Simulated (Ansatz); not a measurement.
# C₂H₇BOSi: a ladder of functionals and wavefunction methods

How much do the methods differ for C₂H₇BOSi? The plan is to run it at one geometry with functionals of several rungs and with coupled cluster. The yardstick is the atomisation energy at the CCSD(T) limit.

Computed with Ansatz 0.2.0, Gaussian basis. Level: functionals in def2-TZVPP, the program's frozen cores in correlated methods.

Plan: PBE-D4, r2SCAN-D4, PBE0-D4, B3LYP-D4, ωB97X-V, ωB97M-V, B2PLYP; CCSD(T)/def2-TZVPP; MP2/def2-QZVPP; extrapolation to the limit.

## (1) Structure used throughout

The geometry comes from an earlier relaxation with PBE0-D4 in a triple-zeta def2 set; it is a stationary point, not always the lowest conformer.

SMILES `COB1C[SiH2]1`, 12 atoms, charge 0, spin multiplicity 1.

Atoms are counted from 1 here; the program's logs count them from 0.

Bond lengths: C1–O2 1.419 Å, C1–H6 1.092 Å, C1–H7 1.091 Å, C1–H8 1.091 Å, O2–B3 1.328 Å, B3–C4 1.547 Å, B3–Si5 1.957 Å, C4–Si5 1.916 Å, C4–H9 1.090 Å, C4–H10 1.092 Å, Si5–H11 1.484 Å, Si5–H12 1.485 Å. Angles: O2–C1–H6 110.7°, O2–C1–H7 108.5°, O2–C1–H8 108.6°, H6–C1–H7 110.0°, H6–C1–H8 110.0°, H7–C1–H8 109.0°, C1–O2–B3 122.2°, O2–B3–C4 138.0°, O2–B3–Si5 156.2°, C4–B3–Si5 65.1°, B3–C4–Si5 67.8°, B3–C4–H9 120.4°, B3–C4–H10 116.2°, Si5–C4–H9 122.6°, Si5–C4–H10 112.7°, H9–C4–H10 111.1°, B3–Si5–C4 47.1°, B3–Si5–H11 124.6° and more.

## (2) PBE-D4 (GGA)

File in.yaml:

```yaml
crystal:
  periodic: [false, false, false]
  atoms:
    - {symbol: C, position_ang: [-1.989987, 1.036806, 0.204054]}
    - {symbol: O, position_ang: [-1.378413, -0.236603, 0.071847]}
    - {symbol: B, position_ang: [-0.060082, -0.387743, 0.032025]}
    - {symbol: C, position_ang: [0.960373, -1.532609, -0.168394]}
    - {symbol: Si, position_ang: [1.804540, 0.186489, -0.114660]}
    - {symbol: H, position_ang: [-1.234087, 1.821974, 0.279204]}
    - {symbol: H, position_ang: [-2.613229, 1.030581, 1.099704]}
    - {symbol: H, position_ang: [-2.622603, 1.210884, -0.667886]}
    - {symbol: H, position_ang: [0.932234, -2.144254, -1.069628]}
    - {symbol: H, position_ang: [1.182560, -2.139458, 0.712044]}
    - {symbol: H, position_ang: [2.714038, 0.398680, 1.038428]}
    - {symbol: H, position_ang: [2.381457, 0.700054, -1.382737]}
basis:
  gaussian: {orbitals: def2-TZVPP}
hamiltonian: {xc: pbe, dispersion: d4}
output: {forces: true, orbitals: {seedname: orbitals}}
```

Run with:

```bash
ansatz run in.yaml --threads 4 --pin off --events-out ev --progress --plain --max-ram 10444MiB
```

Further steps of the session: r2SCAN-D4 (meta-GGA); PBE0-D4 (hybrid); B3LYP-D4 (hybrid); ωB97X-V (range-separated); ωB97M-V (range-separated); B2PLYP (double hybrid); CCSD(T) in def2-TZVPP; MP2 in def2-QZVPP.

Before running them: what should the planned runs give, taken together? Wanted: atomisation energy, CCSD(T)/CBS; farthest; mean size of error, hybrid; mean size of error, range-separated; gap, smallest and largest; T1 diagnostic; triples share of the correlation energy.

As calculated:

| quantity | value |
| --- | --- |
| atomisation energy, CCSD(T)/CBS | 46.272 eV |
| functionals within 0.231 eV (0.5 %) | B3LYP-D4 |
| farthest | PBE-D4 (+1.077 eV) |
| mean size of error, hybrid | 0.255 eV |
| mean size of error, range-separated | 0.290 eV |
| gap, smallest and largest | 3.33 eV (PBE-D4), 9.85 eV (ωB97X-V) |
| T1 diagnostic | 0.0140 |
| triples share of the correlation energy | 4.0 % |

In words: PBE-D4 is off by +1.077 eV. Double hybrids carry the basis error of their MP2 part in triple zeta, and no dispersion term here, so their miss is partly the set-up's. The reference freezes the cores and leaves out relativity and excitations past (T), so misses under about 0.231 eV can't be ranked. Hartree-Fock recovers 74 % of the binding; the rest is correlation. Orbital gaps span 3.3 to 9.8 eV; exact exchange widens them.
